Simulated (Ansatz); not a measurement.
# C₂H₃BrF₂: a ladder of functionals and wavefunction methods

One table from this session's results is given with a row withheld; the runs are named, their logs left out.

Method: functionals in def2-TZVPP, the program's frozen cores in correlated methods; program: Ansatz 0.2.0, Gaussian basis.

The runs, in order: PBE-D4, r2SCAN-D4, PBE0-D4, B3LYP-D4, ωB97X-V, ωB97M-V, B2PLYP; CCSD(T)/def2-TZVPP; MP2/def2-QZVPP; extrapolation to the limit.

## The relaxed structure

An earlier PBE0-D4 in a triple-zeta def2 set relaxation fixed the geometry.

8 atoms, charge 0, spin multiplicity 1.

Atoms are counted from 1 here; the program's logs count them from 0.

Bond lengths: F1–C2 1.369 Å, C2–C3 1.510 Å, C2–H6 1.095 Å, C2–H7 1.093 Å, C3–F4 1.357 Å, C3–Br5 1.938 Å, C3–H8 1.090 Å. Angles: F1–C2–C3 109.8°, F1–C2–H6 108.9°, F1–C2–H7 109.6°, C3–C2–H6 108.2°, C3–C2–H7 110.5°, H6–C2–H7 109.9°, C2–C3–F4 108.2°, C2–C3–Br5 111.4°, C2–C3–H8 112.4°, F4–C3–Br5 109.6°, F4–C3–H8 109.5°, Br5–C3–H8 105.8°.

The first run:

File in.yaml:

```yaml
crystal:
  periodic: [false, false, false]
  atoms:
    - {symbol: F, position_ang: [-1.194037, 1.301473, -0.201062]}
    - {symbol: C, position_ang: [-0.194263, 0.634958, 0.454773]}
    - {symbol: C, position_ang: [0.118746, -0.655308, -0.264369]}
    - {symbol: F, position_ang: [1.003150, -1.356604, 0.489591]}
    - {symbol: Br, position_ang: [0.879936, -0.321292, -2.014897]}
    - {symbol: H, position_ang: [-0.536716, 0.389023, 1.465640]}
    - {symbol: H, position_ang: [0.694452, 1.268306, 0.507796]}
    - {symbol: H, position_ang: [-0.771258, -1.260566, -0.437463]}
basis:
  gaussian: {orbitals: def2-TZVPP}
hamiltonian: {xc: pbe, dispersion: d4}
output: {forces: true, orbitals: {seedname: orbitals}}
```

Launch:

```
> ansatz run in.yaml --threads 4 --pin off --events-out ev --progress --plain --max-ram 10444MiB
```

Among the steps run: PBE-D4 (GGA); r2SCAN-D4 (meta-GGA); PBE0-D4 (hybrid); B3LYP-D4 (hybrid); ωB97X-V (range-separated); ωB97M-V (range-separated); B2PLYP (double hybrid); CCSD(T) in def2-TZVPP; MP2 in def2-QZVPP.

One of the session's tables, all rows but one given; the rest of the session is left out.

| method | atomisation energy (kJ/mol) |
| --- | --- |
| PBE-D4 | 3006.5 |
| r2SCAN-D4 | 2916.0 |
| PBE0-D4 | 2919.1 |
| B3LYP-D4 | 2884.4 |
| ωB97X-V | 2903.7 |
| ωB97M-V | ? |
| B2PLYP | 2862.3 |
| HF/def2-TZVPP | 2030.9 |
| MP2/def2-TZVPP | 2910.6 |
| CCSD/def2-TZVPP | 2765.9 |
| CCSD(T)/def2-TZVPP | 2821.2 |
| MP2/CBS | 2992.7 |
| CCSD(T)/CBS | 2903.3 |

Q: Estimate the row for ωB97M-V from the others.

The run gave: atomisation energy (kJ/mol): 2901.5. In the column «atomisation energy (kJ/mol)» it lies between B3LYP-D4 (2884.4) and CCSD(T)/CBS (2903.3).
